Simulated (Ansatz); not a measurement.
**C₂H₆GeS₂: small, medium and large basis sets**

An exercise on one series of results from a longer session: the logs are not shown, and one member is left open.

The runs use Ansatz 0.2.0, Gaussian basis; one geometry, several basis sets.

Plan: PBE0-D4/def2-SVP; ωB97M-V/def2-SVP; PBE0-D4/def2-QZVPP; ωB97M-V/def2-QZVPP; the functionals' def2-TZVPP values are taken from earlier runs.

### The geometry

All runs share one geometry, relaxed beforehand with PBE0-D4 in a triple-zeta def2 set.

SMILES `C[S][Ge][S]C`, 11 atoms, charge 0, spin multiplicity 1.

Atoms are counted from 1 here; the program's logs count them from 0.

Bond lengths: C1–S2 1.810 Å, C1–H6 1.090 Å, C1–H7 1.090 Å, C1–H8 1.090 Å, S2–Ge3 2.223 Å, Ge3–S4 2.223 Å, S4–C5 1.815 Å, C5–H9 1.091 Å, C5–H10 1.090 Å, C5–H11 1.090 Å. Angles: S2–C1–H6 110.7°, S2–C1–H7 107.1°, S2–C1–H8 110.7°, H6–C1–H7 109.4°, H6–C1–H8 109.4°, H7–C1–H8 109.4°, C1–S2–Ge3 109.4°, S2–Ge3–S4 98.9°, Ge3–S4–C5 100.2°, S4–C5–H9 111.3°, S4–C5–H10 109.0°, S4–C5–H11 109.0°, H9–C5–H10 109.1°, H9–C5–H11 109.1°, H10–C5–H11 109.3°.

The first run:

in.yaml

```yaml
crystal:
  periodic: [false, false, false]
  atoms:
    - {symbol: C, position_ang: [-0.946413, -1.120934, 1.993706]}
    - {symbol: S, position_ang: [0.764081, -1.671929, 1.778460]}
    - {symbol: Ge, position_ang: [1.638715, -0.679581, -0.008756]}
    - {symbol: S, position_ang: [-0.122057, 0.528867, -0.625903]}
    - {symbol: C, position_ang: [0.553826, 1.356805, -2.092262]}
    - {symbol: H, position_ang: [-0.987499, -0.043561, 2.151205]}
    - {symbol: H, position_ang: [-1.338181, -1.630997, 2.873800]}
    - {symbol: H, position_ang: [-1.548865, -1.383777, 1.124738]}
    - {symbol: H, position_ang: [1.589813, 1.064203, -2.271306]}
    - {symbol: H, position_ang: [-0.047339, 1.088684, -2.960528]}
    - {symbol: H, position_ang: [0.509120, 2.435120, -1.942455]}
basis:
  gaussian: {orbitals: def2-SVP}
hamiltonian: {xc: pbe0, dispersion: d4}
output: {orbitals: {seedname: orbitals}}
```

Launch:

```console
> ansatz run in.yaml --threads 2 --pin off --events-out ev --progress --plain --max-ram 32768MiB --backend cpu
```

Among the steps run: PBE0-D4 in def2-SVP; ωB97M-V in def2-SVP; PBE0-D4 in def2-QZVPP; ωB97M-V in def2-QZVPP.

One of the session's tables, all rows but one given; the rest of the session is left out.

It belongs to the step «Density functionals: the series». 

| functional | basis | HOMO (eV) | LUMO (eV) |
| --- | --- | --- | --- |
| PBE0-D4 | def2-SVP | -6.85 | -1.85 |
| PBE0-D4 | def2-TZVPP | -6.87 | -1.93 |
| PBE0-D4 | def2-QZVPP | ? | ? |
| ωB97M-V | def2-SVP | -8.88 | 0.03 |
| ωB97M-V | def2-TZVPP | -8.93 | -0.08 |
| ωB97M-V | def2-QZVPP | -8.97 | -0.19 |

Q: Estimate the row for PBE0-D4, def2-QZVPP from the others.

The run gave: HOMO (eV): -6.91; LUMO (eV): -1.99. In the column «HOMO (eV)» it lies between ωB97M-V, def2-SVP (-8.88) and PBE0-D4, def2-TZVPP (-6.87).
